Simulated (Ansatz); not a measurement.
**CdFH2N: vertical ionisation energy**

The task here is to estimate one member of a computed series from the others.

Program: Ansatz 0.2.0, Gaussian basis. Level of theory: unrestricted cation, the program's frozen cores in correlated methods. These are calculated values, not measurements.

Levels to be run: UKS PBE-D4/def2-TZVPP; UKS r2SCAN-D4/def2-TZVPP; UKS PBE0-D4/def2-TZVPP; UKS B3LYP-D4/def2-TZVPP; UKS wB97X-V/def2-TZVPP; UKS wB97M-V/def2-TZVPP; UKS B2PLYP/def2-TZVPP; UHF-CCSD(T)/def2-TZVPP; UHF-CCSD(T)/def2-QZVPP; extrapolation to the limit; then −ε(HOMO) from the neutral's earlier runs with LDA (SPW92), PBE-D4, revPBE-D4, BLYP-D4, r2SCAN-D4, B97M-V, PBE0-D4, B3LYP-D4, r2SCANh-D4, r2SCAN0-D4, HSE06-D4, BHLYP-D4, CAM-B3LYP-D4, LC-ωPBE, ωB97X-V, ωB97M-V.

### Structure used throughout

The geometry comes from an earlier relaxation with PBE0-D4 in a triple-zeta def2 set; it is a stationary point. Cd takes the def2 core potential; no spin-orbit term is included.

SMILES `[NH2][Cd][F]`, 5 atoms, charge 0, spin multiplicity 1.

Atoms are counted from 1 here; the program's logs count them from 0.

Bond lengths: N1–Cd2 1.998 Å, N1–H4 1.014 Å, N1–H5 1.014 Å, Cd2–F3 1.935 Å. Angles: Cd2–N1–H4 110.9°, Cd2–N1–H5 110.9°, H4–N1–H5 106.1°, N1–Cd2–F3 175.2°.

As a file:

```xyz
5
charge 0, multiplicity 1
N    -0.3334    0.9220   -0.3463
Cd    0.6047   -0.7403    0.2454
F     1.6522   -2.2749    0.7871
H    -0.9556    0.7286   -1.1238
H    -0.9179    1.2908    0.3962
```

The first run:

The input, in.yaml:

```yaml
crystal:
  periodic: [false, false, false]
  atoms:
    - {symbol: N, position_ang: [-0.333383, 0.921974, -0.346301]}
    - {symbol: Cd, position_ang: [0.604673, -0.740252, 0.245397]}
    - {symbol: F, position_ang: [1.652154, -2.274900, 0.787060]}
    - {symbol: H, position_ang: [-0.955619, 0.728621, -1.123765]}
    - {symbol: H, position_ang: [-0.917924, 1.290757, 0.396209]}
basis:
  gaussian: {orbitals: def2-TZVPP}
total_charge: 1
magnetization: {spin_polarized: true, initial_magnetization: 1}
hamiltonian: {xc: pbe, dispersion: d4}
```

On the command line:

```bash
> ansatz run in.yaml --threads 2 --pin off --events-out ev --progress --plain --max-ram 32768MiB --backend cpu
```

Among the steps run: Cation, UKS PBE-D4/def2-TZVPP; Cation, UKS r2SCAN-D4/def2-TZVPP; Cation, UKS PBE0-D4/def2-TZVPP; Cation, UKS B3LYP-D4/def2-TZVPP; Cation, UKS wB97X-V/def2-TZVPP; Cation, UKS wB97M-V/def2-TZVPP; Cation, UKS B2PLYP (frozen core)/def2-TZVPP; Cation, UHF-CCSD(T)/def2-TZVPP; Cation, UHF-CCSD(T)/def2-QZVPP.

One table of the session follows, with a row left open; its other results are not shown here.

It belongs to the step «Ionisation energies side by side». Orbital estimates, from the neutral's runs:

| functional | −ε(HOMO) (eV) |
| --- | --- |
| LDA (SPW92) | 6.39 |
| PBE-D4 | 6.14 |
| revPBE-D4 | 6.05 |
| BLYP-D4 | 6.05 |
| r2SCAN-D4 | 6.40 |
| B97M-V | 6.43 |
| PBE0-D4 | ? |
| B3LYP-D4 | 7.28 |
| r2SCANh-D4 | 6.91 |
| r2SCAN0-D4 | 7.67 |
| HSE06-D4 | 7.07 |
| BHLYP-D4 | 8.74 |
| CAM-B3LYP-D4 | 8.91 |
| LC-ωPBE | 10.22 |
| ωB97X-V | 9.86 |
| ωB97M-V | 9.80 |

**Question.** Estimate the row for PBE0-D4.

As computed: −ε(HOMO) (eV): 7.48. In the column «−ε(HOMO) (eV)» it lies between B3LYP-D4 (7.28) and r2SCAN0-D4 (7.67).
